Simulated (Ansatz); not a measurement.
# AlCl₃H₂Se: up Jacob's ladder to CCSD(T)

The task here is to estimate one member of a computed series from the others.

Method: functionals in def2-TZVPP, the program's frozen cores in correlated methods; program: Ansatz 0.2.0, Gaussian basis.

The runs, in order: LDA (SPW92), PBE-D4, revPBE-D4, BLYP-D4, r2SCAN-D4, B97M-V, PBE0-D4, B3LYP-D4, r2SCANh-D4, r2SCAN0-D4, HSE06-D4, BHLYP-D4, CAM-B3LYP-D4, LC-ωPBE, ωB97X-V, ωB97M-V, B2PLYP, PBE-QIDH; CCSD(T)/def2-SVP; CCSD(T)/def2-TZVPP; MP2/def2-QZVPP; extrapolation to the limit; RPA on PBE.

## The geometry

The geometry comes from an earlier relaxation with PBE0-D4 in a triple-zeta def2 set; it is a stationary point, not always the lowest conformer.

SMILES `[Cl][Al-]([Cl])([Cl])[SeH2+]`, 7 atoms, charge 0, spin multiplicity 1.

Atoms are counted from 1 here; the program's logs count them from 0.

Bond lengths: Cl1–Al2 2.102 Å, Al2–Cl3 2.102 Å, Al2–Cl4 2.103 Å, Al2–Se5 2.601 Å, Se5–H6 1.470 Å, Se5–H7 1.470 Å. Angles: Cl1–Al2–Cl3 118.0°, Cl1–Al2–Cl4 116.9°, Cl1–Al2–Se5 98.4°, Cl3–Al2–Cl4 116.9°, Cl3–Al2–Se5 98.4°, Cl4–Al2–Se5 102.0°, Al2–Se5–H6 94.9°, Al2–Se5–H7 95.0°, H6–Se5–H7 91.7°.

Set-up of the first run:

in.yaml

```yaml
crystal:
  periodic: [false, false, false]
  atoms:
    - {symbol: Cl, position_ang: [-0.627511, -1.163955, 2.227384]}
    - {symbol: Al, position_ang: [0.042796, -1.012012, 0.241055]}
    - {symbol: Cl, position_ang: [2.004961, -1.631479, -0.187784]}
    - {symbol: Cl, position_ang: [-1.393037, -1.282369, -1.271692]}
    - {symbol: Se, position_ang: [0.430908, 1.559285, 0.167355]}
    - {symbol: H, position_ang: [-0.998176, 1.901327, 0.120796]}
    - {symbol: H, position_ang: [0.540059, 1.629214, -1.297104]}
basis:
  gaussian: {orbitals: def2-TZVPP}
hamiltonian: {xc: lda}
output: {orbitals: {seedname: orbitals}}
```

Command:

```console
$ ansatz run in.yaml --threads 4 --pin off --events-out ev --progress --plain --max-ram 10444MiB
```

Steps of the session up to this table: LDA; PBE-D4 (GGA); revPBE-D4 (GGA); BLYP-D4 (GGA); r2SCAN-D4 (meta-GGA); B97M-V (meta-GGA); B3LYP-D4 (hybrid); r2SCANh-D4 (hybrid); r2SCAN0-D4 (hybrid); HSE06-D4 (hybrid); BHLYP-D4 (hybrid); CAM-B3LYP-D4 (range-separated); LC-ωPBE (range-separated); ωB97X-V (range-separated); ωB97M-V (range-separated); B2PLYP (double hybrid); PBE-QIDH (double hybrid).

One of the session's tables, all rows but one given; the rest of the session is left out.

It belongs to the step «Frontier levels by functional». 

```
  functional  HOMO (eV)  gap (eV)
 LDA (SPW92)      -7.44      5.07
      PBE-D4      -7.29      5.04
   revPBE-D4      -7.24      5.04
     BLYP-D4      -7.11      4.94
   r2SCAN-D4          ?         ?
      B97M-V      -7.74      5.65
     PBE0-D4      -8.71      7.36
    B3LYP-D4      -8.41      6.80
  r2SCANh-D4      -8.18      6.47
  r2SCAN0-D4      -8.95      7.73
    HSE06-D4      -8.30      6.57
    BHLYP-D4      -9.95      9.54
CAM-B3LYP-D4     -10.06      9.80
     LC-ωPBE     -11.53     12.49
     ωB97X-V     -11.13     11.93
     ωB97M-V     -10.96     11.61
```

**Question.** Estimate the row for r2SCAN-D4.

Worked estimate for «HOMO (eV)». Against the share of exact exchange, r2SCANh-D4 (0.1, -8.18), r2SCAN0-D4 (0.25, -8.95) give a slope of -5.13 per unit share; at 0 the line stands at -7.67.

As computed: HOMO (eV): -7.67; gap (eV): 5.62. In «HOMO (eV)» the line misses by 0.00.
